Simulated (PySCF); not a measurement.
**C4H10Si: electronic excitations at several levels of theory**

How much do the electronic excitations of C4H10Si (`C1CC[SiH2]C1`) depend on the level of theory, and what does each level cost?

Programs: PySCF 2.14.0, with density-fitted response routines of our own. Each step states its level of theory. These are calculated values for one molecule in the gas phase, unless marked as measured. Atoms are numbered from 0 throughout.

## 1. The starting structure

15 atoms, charge 0, multiplicity 1; geometry from: GFN2-xTB. The atoms were then displaced at random by about 0.01 Å, so the start is not that level's minimum.

Bonds of the start (Å): C0–C1 1.55, C1–C2 1.52, C2–Si3 1.95, Si3–C4 1.93, C4–C0 1.50, C0–H5 1.09, C0–H6 1.10, C1–H7 1.09, C1–H8 1.08, C2–H9 1.07, C2–H10 1.10, Si3–H11 1.44, Si3–H12 1.43, C4–H13 1.07, C4–H14 1.10.

## 2. Geometry optimisation at PBE0-D3(BJ)/def2-SVP

What the job is given:

```
{"job": {"xc": "PBE0", "basis": "def2-SVP", "d3": "d3bj", "grid": 1, "shake": 0.01, "kind": "geom"}, "charge": 0, "multiplicity": 1}
C     -0.936210    -0.876890    -0.224860
C     -1.141460     0.602800     0.179460
C      0.083970     1.379180    -0.281750
Si     1.587810     0.184180     0.025650
C      0.405500    -1.327680     0.270400
H     -1.769710    -1.467440     0.159400
H     -0.970600    -0.921490    -1.319060
H     -1.203400     0.666960     1.264760
H     -2.051870     1.032380    -0.225050
H      0.014500     1.615240    -1.324380
H      0.177220     2.327090     0.263430
H      2.444900     0.055650    -1.126140
H      2.305040     0.518530     1.218010
H      0.708900    -2.222980    -0.227460
H      0.330070    -1.582900     1.340340
```

Run with:

```bash
$ OMP_NUM_THREADS=1 python probes_run.py task.json out
```

The driver reads the jobs from task.json and runs them one after another.

Output:

```text
step   0  E = -447.42580747  max force = 0.051493
step   1  E = -447.43356989  max force = 0.004522
step   2  E = -447.43373508  max force = 0.000942
step   3  E = -447.43375025  max force = 0.000447
step   4  E = -447.43375506  max force = 0.000434
optimisation converged
```

It took 26 s on 1 thread of Arm Neoverse V1, shared host; peak memory 0.51 GiB.

The steps of the relaxation:

```tsv
step	energy from step 0 (eV)	largest force component (eV/Å)
0	0.0000	2.6479
1	-0.2112	0.2325
2	-0.2157	0.0484
3	-0.2161	0.0230
4	-0.2163	0.0223
```

Close pairs (by a distance rule), those that changed most:

```tsv
bond	before (Å)	after (Å)	change (Å)
Si3–H12	1.431	1.497	+0.066
Si3–H11	1.441	1.497	+0.055
C2–Si3	1.945	1.901	-0.044
C0–C4	1.500	1.538	+0.038
Si3–C4	1.935	1.902	-0.033
C2–H9	1.071	1.103	+0.032
C4–H13	1.068	1.100	+0.032
C1–H8	1.085	1.102	+0.018
```

The end geometry stands in the next job.

```tsv
at the end point	value
point group (found at 0.08 Å tolerance)	C2
rotational constants (GHz, main isotopes)	5.470, 4.117, 2.651
dipole moment (D)	0.70
```

## 3. Ultraviolet spectrum: PBE0/def2-SVP

What the job is given:

```
{"job": {"kind": "uv", "xc": "PBE0", "basis": "def2-SVP"}, "charge": 0, "multiplicity": 1}
C     -0.632111    -0.854299    -0.295984
C     -0.777371     0.618082     0.101103
C      0.481270     1.376664    -0.351328
Si     1.879172     0.126650    -0.038426
C      0.729112    -1.369414     0.200329
H     -1.468844    -1.460097     0.089167
H     -0.673903    -0.930664    -1.397416
H     -0.871395     0.683579     1.200025
H     -1.697676     1.058829    -0.316142
H      0.429869     1.592854    -1.431772
H      0.609026     2.340755     0.163181
H      2.817721    -0.008423    -1.196663
H      2.695252     0.431327     1.178850
H      1.055204    -2.283457    -0.317427
H      0.679055    -1.610324     1.275924
```

Level: TDDFT PBE0/def2-SVP, vertical, gas phase, core orbitals frozen in the response.

Output:

```text
coarse grid: 12168 points
cycle   1  E = -447.3226979399  dE =  2.458e-01  |g| = 3.734e-01  |ddm| = 3.649e+00
cycle   2  E = -447.3026784763  dE =  2.002e-02  |g| = 4.655e-01  |ddm| = 8.855e-01
cycle   3  E = -447.3621335417  dE = -5.946e-02  |g| = 2.942e-02  |ddm| = 5.050e-01
cycle   4  E = -447.3623550635  dE = -2.215e-04  |g| = 8.596e-03  |ddm| = 4.809e-02
cycle   5  E = -447.3623726806  dE = -1.762e-05  |g| = 2.813e-03  |ddm| = 1.447e-02
cycle   6  E = -447.3623748562  dE = -2.176e-06  |g| = 4.937e-04  |ddm| = 3.248e-03
final grid: 110480 points
cycle   7  E = -447.4223430945  dE = -1.883e-05  |g| = 6.878e-03  |ddm| = 2.513e-02
cycle   8  E = -447.4223340218  dE =  9.073e-06  |g| = 9.015e-03  |ddm| = 1.553e-02
cycle   9  E = -447.4223559801  dE = -2.196e-05  |g| = 2.270e-04  |ddm| = 9.108e-03
cycle  10  E = -447.4223559943  dE = -1.420e-08  |g| = 4.049e-05  |ddm| = 4.185e-04
cycle  11  E = -447.4223559947  dE = -3.959e-10  |g| = 1.604e-05  |ddm| = 8.507e-05
converged SCF energy = -447.4223559947

Static polarisability (au): isotropic 65.781, principal 59.737 64.321 73.284

Singlet excitations
state   eV       nm        f      main configurations
  1   8.0578    153.9   0.01192   H->L 0.94
  2   8.3461    148.6   0.02270   H->L+2 0.55, H->L+1 0.38
  3   8.4726    146.3   0.14028   H->L+1 0.49, H->L+2 0.33, H-1->L 0.14
  4   8.5311    145.3   0.00044   H-1->L 0.85
  5   8.6457    143.4   0.10902   H-1->L+1 0.88
  6   8.8276    140.5   0.01506   H-1->L+2 0.48, H-2->L 0.43
  7   8.8470    140.1   0.00028   H-2->L+1 0.93
  8   9.1494    135.5   0.00083   H-3->L 0.97
  9   9.2251    134.4   0.06005   H-2->L 0.48, H-1->L+2 0.45
 10   9.3852    132.1   0.01691   H-3->L+1 0.96

Triplet excitations (Tamm-Dancoff, eV): 7.4214 7.6876 7.9356 7.9964
```

It took 13 s on 1 thread of Arm Neoverse V1, shared host; peak memory 0.68 GiB.

Frontier orbitals and where they lie:

```tsv
orbital	eV	atoms
HOMO−3	-9.10	C1 18 %, C0 18 %, H7 16 %
HOMO−2	-8.91	Si3 30 %, H11 23 %, H12 23 %
HOMO−1	-8.51	Si3 27 %, C4 14 %, C2 14 %
HOMO	-8.07	Si3 28 %, C4 25 %, C2 25 %
LUMO	1.32	Si3 27 %, H7 7 %, H6 7 %
LUMO+1	1.47	Si3 64 %, C4 9 %, C2 9 %
LUMO+2	1.79	Si3 36 %, H12 8 %, H11 8 %
```

With each of the 10 states as a Gaussian band of 0.4 eV half-width at 1/e, the curve within the window shown has maxima at 145 nm (ε 11,000) L/(mol cm). Beyond the last state computed it falls off for lack of states. The curve at chosen wavelengths:

```
 nm  ε (L/mol/cm)
128          1055
130          1998
131          2512
133          3447
134          3846
136          4659
137          5186
139          6678
140          7622
142          9547
143         10318
145         11009
146         10840
148          9556
149          8573
151          6348
152          5258
154          3376
155          2628
157          1519
158          1132
160           607
161           438
163           222
164           155
166            74
```

Ground-state properties from the same run:

```tsv
property	computed
dipole moment (D)	0.70
polarisability (Å³)	9.75
HOMO–LUMO gap (eV)	9.39
−ε(HOMO) (eV)	8.07
```

## 4. Ultraviolet spectrum: PBE0/def2-TZVP

The job, as its differences from that of step 3:

```diff
@@ -1,2 +1,2 @@
-{"job": {"kind": "uv", "xc": "PBE0", "basis": "def2-SVP"}, "charge": 0, "multiplicity": 1}
+{"job": {"kind": "uv", "xc": "PBE0", "basis": "def2-TZVP"}, "charge": 0, "multiplicity": 1}
 C     -0.632111    -0.854299    -0.295984
```

Level: TDDFT PBE0/def2-TZVP, vertical, gas phase, core orbitals frozen in the response.

Output:

```text
coarse grid: 12168 points
cycle   1  E = -447.6520426969  dE =  2.682e-01  |g| = 4.279e-01  |ddm| = 2.645e+00
cycle   2  E = -447.6190774880  dE =  3.297e-02  |g| = 5.535e-01  |ddm| = 7.667e-01
cycle   3  E = -447.6995552225  dE = -8.048e-02  |g| = 4.067e-02  |ddm| = 4.627e-01
cycle   4  E = -447.6999317217  dE = -3.765e-04  |g| = 1.272e-02  |ddm| = 3.953e-02
cycle   5  E = -447.6999648754  dE = -3.315e-05  |g| = 4.217e-03  |ddm| = 1.185e-02
cycle   6  E = -447.6999693752  dE = -4.500e-06  |g| = 6.927e-04  |ddm| = 3.317e-03
final grid: 110480 points
cycle   7  E = -447.6893171557  dE = -5.042e-05  |g| = 7.317e-03  |ddm| = 5.051e-02
cycle   8  E = -447.6893065548  dE =  1.060e-05  |g| = 9.650e-03  |ddm| = 1.235e-02
cycle   9  E = -447.6893305270  dE = -2.397e-05  |g| = 4.403e-04  |ddm| = 7.163e-03
cycle  10  E = -447.6893305733  dE = -4.630e-08  |g| = 1.126e-04  |ddm| = 4.462e-04
cycle  11  E = -447.6893305760  dE = -2.773e-09  |g| = 4.037e-05  |ddm| = 1.267e-04
cycle  12  E = -447.6893305764  dE = -4.031e-10  |g| = 6.954e-06  |ddm| = 3.526e-05
converged SCF energy = -447.6893305764

Static polarisability (au): isotropic 72.199, principal 64.168 71.969 80.461

Singlet excitations
state   eV       nm        f      main configurations
  1   7.6042    163.0   0.01140   H->L 0.93
  2   7.7930    159.1   0.09997   H->L+1 0.93
  3   8.0510    154.0   0.00979   H-1->L 0.93
  4   8.0879    153.3   0.10067   H-1->L+1 0.91
  5   8.1512    152.1   0.01011   H->L+2 0.77, H-2->L+1 0.12
  6   8.3515    148.5   0.00006   H-2->L+1 0.82, H->L+2 0.14
  7   8.4968    145.9   0.00316   H-2->L 0.65, H-1->L+2 0.26
  8   8.7158    142.3   0.00009   H-3->L 0.96
  9   8.8328    140.4   0.03051   H-1->L+2 0.61, H-2->L 0.23
 10   8.8874    139.5   0.02603   H-3->L+1 0.77, H->L+3 0.10

Triplet excitations (Tamm-Dancoff, eV): 7.0291 7.2863 7.5463 7.6714
```

Run time: 29 s. Hardware: 1 thread of Arm Neoverse V1, shared host; peak memory 0.89 GiB.

Key values: HOMO -8.04 eV, LUMO 0.84 eV; lowest singlet 7.60 eV.

## 5. Ultraviolet spectrum: PBE0/aug-cc-pVDZ

The job, as its differences from that of step 4:

```diff
@@ -1,2 +1,2 @@
-{"job": {"kind": "uv", "xc": "PBE0", "basis": "def2-TZVP"}, "charge": 0, "multiplicity": 1}
+{"job": {"kind": "uv", "xc": "PBE0", "basis": "aug-cc-pVDZ"}, "charge": 0, "multiplicity": 1}
 C     -0.632111    -0.854299    -0.295984
```

Level: TDDFT PBE0/aug-cc-pVDZ, vertical, gas phase, core orbitals frozen in the response.

Output:

```text
coarse grid: 12168 points
cycle   1  E = -447.5813868914  dE =  3.111e-01  |g| = 4.024e-01  |ddm| = 9.042e+00
cycle   2  E = -447.5511537005  dE =  3.023e-02  |g| = 5.221e-01  |ddm| = 2.018e+00
cycle   3  E = -447.6260848344  dE = -7.493e-02  |g| = 3.527e-02  |ddm| = 1.092e+00
cycle   4  E = -447.6264179430  dE = -3.331e-04  |g| = 1.034e-02  |ddm| = 1.281e-01
cycle   5  E = -447.6264432863  dE = -2.534e-05  |g| = 3.667e-03  |ddm| = 3.377e-02
cycle   6  E = -447.6264469419  dE = -3.656e-06  |g| = 5.716e-04  |ddm| = 1.022e-02
final grid: 110480 points
cycle   7  E = -447.6377693895  dE = -2.160e-05  |g| = 7.487e-03  |ddm| = 2.021e-01
cycle   8  E = -447.6377569706  dE =  1.242e-05  |g| = 1.011e-02  |ddm| = 4.147e-02
cycle   9  E = -447.6377846109  dE = -2.764e-05  |g| = 3.101e-04  |ddm| = 2.155e-02
cycle  10  E = -447.6377846388  dE = -2.788e-08  |g| = 5.451e-05  |ddm| = 1.124e-03
cycle  11  E = -447.6377846394  dE = -6.402e-10  |g| = 3.013e-05  |ddm| = 2.227e-04
converged SCF energy = -447.6377846394

Static polarisability (au): isotropic 75.193, principal 66.606 75.456 83.516

Singlet excitations
state   eV       nm        f      main configurations
  1   6.9215    179.1   0.00696   H->L 0.96
  2   7.2738    170.5   0.00989   H->L+1 0.76, H-1->L 0.21
  3   7.4078    167.4   0.05960   H-1->L 0.70, H->L+1 0.18
  4   7.4941    165.4   0.01983   H->L+2 0.89
  5   7.6405    162.3   0.01918   H-1->L+1 0.51, H->L+3 0.40
  6   7.7497    160.0   0.03654   H->L+3 0.56, H-1->L+1 0.33
  7   7.8270    158.4   0.02540   H-2->L 0.91
  8   7.9223    156.5   0.02519   H->L+5 0.50, H-1->L+2 0.33
  9   7.9239    156.5   0.00099   H-3->L 0.58, H->L+4 0.17, H-2->L+1 0.08
 10   7.9523    155.9   0.03786   H-1->L+2 0.57, H->L+5 0.31

Triplet excitations (Tamm-Dancoff, eV): 6.7671 6.8786 7.2066 7.3363
```

Run time: 27 s. Hardware: 1 thread of Arm Neoverse V1, shared host; peak memory 0.85 GiB.

Key values: HOMO -8.04 eV, LUMO -0.11 eV; lowest singlet 6.92 eV.

## 6. TDDFT and polarisability: PBE0/def2-TZVPD

The job, as its differences from that of step 5:

```diff
@@ -1,2 +1,2 @@
-{"job": {"kind": "uv", "xc": "PBE0", "basis": "aug-cc-pVDZ"}, "charge": 0, "multiplicity": 1}
+{"job": {"kind": "uv", "xc": "PBE0", "basis": "def2-TZVPD"}, "charge": 0, "multiplicity": 1}
 C     -0.632111    -0.854299    -0.295984
```

With the program's defaults for keys left out, this is: TDDFT PBE0/def2-TZVPD, vertical, gas phase, core orbitals frozen in the response.

Output:

```text
coarse grid: 12168 points
cycle   1  E = -447.6525537802  dE =  2.687e-01  |g| = 4.279e-01  |ddm| = 3.955e+00
cycle   2  E = -447.6192766643  dE =  3.328e-02  |g| = 5.544e-01  |ddm| = 1.312e+00
cycle   3  E = -447.7000450522  dE = -8.077e-02  |g| = 4.118e-02  |ddm| = 6.208e-01
cycle   4  E = -447.7004310441  dE = -3.860e-04  |g| = 1.285e-02  |ddm| = 7.102e-02
cycle   5  E = -447.7004649025  dE = -3.386e-05  |g| = 4.242e-03  |ddm| = 2.289e-02
cycle   6  E = -447.7004694596  dE = -4.557e-06  |g| = 7.029e-04  |ddm| = 5.636e-03
final grid: 110480 points
cycle   7  E = -447.6898307989  dE = -5.424e-05  |g| = 7.320e-03  |ddm| = 2.503e-01
cycle   8  E = -447.6898201572  dE =  1.064e-05  |g| = 9.665e-03  |ddm| = 2.024e-02
cycle   9  E = -447.6898441983  dE = -2.404e-05  |g| = 4.452e-04  |ddm| = 1.040e-02
cycle  10  E = -447.6898442456  dE = -4.730e-08  |g| = 1.155e-04  |ddm| = 9.414e-04
cycle  11  E = -447.6898442485  dE = -2.922e-09  |g| = 4.127e-05  |ddm| = 2.788e-04
cycle  12  E = -447.6898442489  dE = -4.241e-10  |g| = 7.060e-06  |ddm| = 6.695e-05
converged SCF energy = -447.6898442489

Static polarisability (au): isotropic 74.746, principal 66.183 75.057 82.997

Singlet excitations
state   eV       nm        f      main configurations
  1   7.1425    173.6   0.00805   H->L 0.97
  2   7.4463    166.5   0.04556   H->L+1 0.91
  3   7.5980    163.2   0.04875   H-1->L 0.91
  4   7.7680    159.6   0.05533   H-1->L+1 0.85
  5   7.8658    157.6   0.00976   H->L+3 0.81
  6   8.0545    153.9   0.02625   H-2->L 0.55, H->L+2 0.35
  7   8.0945    153.2   0.02723   H-2->L+1 0.35, H->L+2 0.33, H-2->L 0.20
  8   8.0958    153.1   0.01712   H-2->L+1 0.50, H->L+2 0.20, H-2->L 0.15
  9   8.2033    151.1   0.00025   H-3->L 0.88
 10   8.2630    150.0   0.03458   H->L+4 0.86

Triplet excitations (Tamm-Dancoff, eV): 6.8887 6.9275 7.3429 7.3766
```

Run time: 42 s. Hardware: 1 thread of Arm Neoverse V1, shared host; peak memory 0.98 GiB.

Key values: HOMO -8.05 eV, LUMO 0.24 eV; lowest singlet 7.14 eV.

## 7. TDDFT and polarisability: PBE0/6-31+G*

The job, as its differences from that of step 6:

```diff
@@ -1,2 +1,2 @@
-{"job": {"kind": "uv", "xc": "PBE0", "basis": "def2-TZVPD"}, "charge": 0, "multiplicity": 1}
+{"job": {"kind": "uv", "xc": "PBE0", "basis": "6-31+G*"}, "charge": 0, "multiplicity": 1}
 C     -0.632111    -0.854299    -0.295984
```

Method: TDDFT PBE0/6-31+G*, vertical, gas phase, core orbitals frozen in the response.

Output:

```text
coarse grid: 12168 points
cycle   1  E = -447.6131351707  dE =  2.910e-01  |g| = 4.091e-01  |ddm| = 3.357e+00
cycle   2  E = -447.5847012175  dE =  2.843e-02  |g| = 5.203e-01  |ddm| = 1.143e+00
cycle   3  E = -447.6593352251  dE = -7.463e-02  |g| = 2.927e-02  |ddm| = 6.692e-01
cycle   4  E = -447.6595631424  dE = -2.279e-04  |g| = 8.230e-03  |ddm| = 6.752e-02
cycle   5  E = -447.6595786012  dE = -1.546e-05  |g| = 3.056e-03  |ddm| = 1.492e-02
cycle   6  E = -447.6595811057  dE = -2.504e-06  |g| = 4.566e-04  |ddm| = 3.881e-03
final grid: 110480 points
cycle   7  E = -447.6082218483  dE = -1.706e-05  |g| = 7.405e-03  |ddm| = 5.478e-02
cycle   8  E = -447.6082112374  dE =  1.061e-05  |g| = 9.760e-03  |ddm| = 1.899e-02
cycle   9  E = -447.6082370170  dE = -2.578e-05  |g| = 2.823e-04  |ddm| = 1.142e-02
cycle  10  E = -447.6082370377  dE = -2.077e-08  |g| = 5.646e-05  |ddm| = 6.503e-04
cycle  11  E = -447.6082370386  dE = -8.364e-10  |g| = 2.054e-05  |ddm| = 1.356e-04
converged SCF energy = -447.6082370386

Static polarisability (au): isotropic 69.043, principal 62.015 68.239 76.875

Singlet excitations
state   eV       nm        f      main configurations
  1   7.0683    175.4   0.01287   H->L 0.98
  2   7.4105    167.3   0.04772   H->L+1 0.90
  3   7.5625    163.9   0.05718   H-1->L 0.89
  4   7.7371    160.2   0.00722   H->L+2 0.94
  5   7.7683    159.6   0.05390   H-1->L+1 0.82, H->L+3 0.12
  6   8.0217    154.6   0.03513   H-2->L 0.65, H->L+3 0.28
  7   8.0566    153.9   0.05975   H->L+3 0.57, H-2->L 0.30, H-1->L+1 0.08
  8   8.1220    152.7   0.00009   H-2->L+1 0.69, H-3->L 0.24
  9   8.1708    151.7   0.00025   H-3->L 0.70, H-2->L+1 0.24
 10   8.2287    150.7   0.03826   H-1->L+2 0.94

Triplet excitations (Tamm-Dancoff, eV): 6.8824 6.9040 7.3381 7.4690
```

It took 12 s on 1 thread of Arm Neoverse V1, shared host; peak memory 0.67 GiB.

This run: HOMO -8.03 eV, LUMO 0.13 eV; lowest singlet 7.07 eV.

## 8. Comparing the runs: electronic excitations

Excitations and ground-state properties, with basis size and wall time:

```tsv
run	lowest singlet (eV)	brightest (eV)	f	gap (eV)	α (Å³)	μ (D)	functions	time
PBE0/def2-SVP	8.06	8.47	0.140	9.39	9.75	0.70	124	13 s
PBE0/def2-TZVP	7.60	8.09	0.101	8.89	10.70	0.78	221	29 s
PBE0/aug-cc-pVDZ	6.92	7.41	0.060	7.93	11.14	0.78	209	27 s
PBE0/def2-TZVPD	7.14	7.77	0.055	8.29	11.08	0.78	281	42 s
PBE0/6-31+G*	7.07	8.06	0.060	8.16	10.23	0.76	114	12 s
```

## 9. Summary of results

```
                                quantity                        value
                             point group                           C2
    rotational constants (main isotopes)         5.47, 4.12, 2.65 GHz
          lowest singlet (PBE0/def2-SVP)  8.06 eV (154 nm), f = 0.012
brightest single state of those computed  state 3, 8.47 eV, f = 0.140
                          lowest triplet                      7.42 eV
             range of the lowest singlet              6.92 to 8.06 eV
```

**Reading.** Single values in the summary come from the first sound run of each kind (PBE0/def2-SVP), which need not be the best level. The start of the PBE0/def2-SVP relaxation was shaken at random by about 0.01 Å, so part of the energy gained, and of the first lengths quoted, undoes that. Over 4 steps the energy fell by 0.216 eV; of the close pairs, Si3–H12 changed most, 1.431 to 1.497 Å. The first singlet state (HOMO→LUMO 0.94) lies at 8.06 eV and is weak; of the 10 states computed, the strongest absorption comes from state 3 at 8.47 eV. The lowest triplet lies 0.64 eV below the lowest singlet (triplets in Tamm-Dancoff, singlets in full TDDFT). At PBE0/def2-SVP, states above −ε(HOMO) (8.07 eV) lie where TDDFT describes them poorly and they hang on the basis; the brightest is among them. The basis of PBE0/def2-SVP has no diffuse functions, so Rydberg states are missing and the high states are unreliable. The lowest singlet runs from 6.92 eV (PBE0/aug-cc-pVDZ) to 8.06 eV (PBE0/def2-SVP), while the orbital gap spans 7.93 to 9.39 eV. The lowest state need not be the same one in every run.
